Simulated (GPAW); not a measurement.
A run of GPAW 26.7.0 is set up as follows.

Contents of run.py:

```python
from ase.dft.bandgap import bandgap
from ase.io import read, write
from ase.units import GPa
from gpaw import GPAW, PW, setup_paths

setup_paths.insert(0, '.')

atoms = read('RuAu.xyz')

calc = GPAW(mode=PW(600),
            xc='PBE',
            kpts={'size': (8, 8, 8), 'gamma': True},
            occupations={'name': 'fermi-dirac', 'width': 0.05},
            setups={'Au': 'jth', 'Ru': 'jth'},
            nbands=-13,
            convergence={'density': 1e-05, 'energy': 1e-05},
            maxiter=150,
            txt='gpaw.txt')
atoms.calc = calc
energy = atoms.get_potential_energy()
forces = atoms.get_forces()
stress = atoms.get_stress()
calc.write('gs.gpw')
write('result.traj', atoms)
print(f'Energy: {energy:.6f} eV')
print('Forces (eV/A):')
print(forces.round(4))
print('Stress (GPa):', (stress / GPa).round(3))
print('Fermi level:', round(calc.get_fermi_level(), 4), 'eV')
print(f'Gap: {bandgap(calc)[0]:.4f} eV, direct: {bandgap(calc, direct=True)[0]:.4f} eV')

path = atoms.cell.bandpath('GXMGRX,MR', npoints=100, eps=1e-4)
bs_calc = calc.fixed_density(kpts=path, symmetry='off', nbands=-22,
                             convergence={'bands': 'CBM+6.0', 'eigenstates': 1e-6}, txt='bands.txt')
bs = bs_calc.band_structure()
bs.write('bs.json')
print(f'Gap on the path: {bandgap(bs_calc)[0]:.4f} eV')
```

File RuAu.xyz:

```xyz
2
Lattice="3.1648100000 0.0000000000 0.0000000000 0.0000000000 3.1648100000 0.0000000000 0.0000000000 0.0000000000 3.1648100000" Properties=species:S:1:pos:R:3 pbc="T T T"
Ru     0.0000000000      0.0000000000      0.0000000000
Au     1.5824050000      1.5824050000      1.5824050000
```

Potentials or basis: JTH PAW 2.0, PBE, pw.

Launch:

```console
$ OMP_NUM_THREADS=1 python run.py
```

Question: What does it give for the band gap along the path?

Answer: None (metal or under the smearing width).

Question: What does it give for the pressure?

Answer: 0.4 GPa.

Levels at the corners of the path, in eV from the Fermi level:
| point | band 9 | band 10 | band 11 | band 12 | band 13 | band 14 | band 15 | band 16 | band 17 |
| --- | --- | --- | --- | --- | --- | --- | --- | --- | --- |
| Γ | -4.31 | -4.31 | -1.15 | -1.15 | 0.53 | 0.53 | 0.53 | 7.68 | 7.68 |
| X | -4.41 | -3.65 | -2.84 | -1.75 | -1.68 | -1.68 | -0.48 | 1.40 | 14.25 |
| M | -2.80 | -2.32 | -0.78 | 0.25 | 0.25 | 0.45 | 0.79 | 0.79 | 5.57 |
| Γ | -4.31 | -4.31 | -1.15 | -1.15 | 0.53 | 0.53 | 0.53 | 7.68 | 7.68 |
| R | -3.52 | -3.52 | -2.75 | -2.75 | 0.52 | 0.52 | 3.37 | 8.71 | 8.84 |
| X | -4.41 | -3.65 | -2.84 | -1.75 | -1.68 | -1.68 | -0.48 | 1.40 | 14.25 |
| M | -2.80 | -2.32 | -0.78 | 0.25 | 0.25 | 0.45 | 0.79 | 0.79 | 5.57 |
| R | -3.52 | -3.52 | -2.75 | -2.75 | 0.52 | 0.52 | 3.37 | 8.71 | 8.84 |

Caveat: the program truncates these outside data sets; spin-orbit coupling is left out, which moves the levels of the heavy elements.
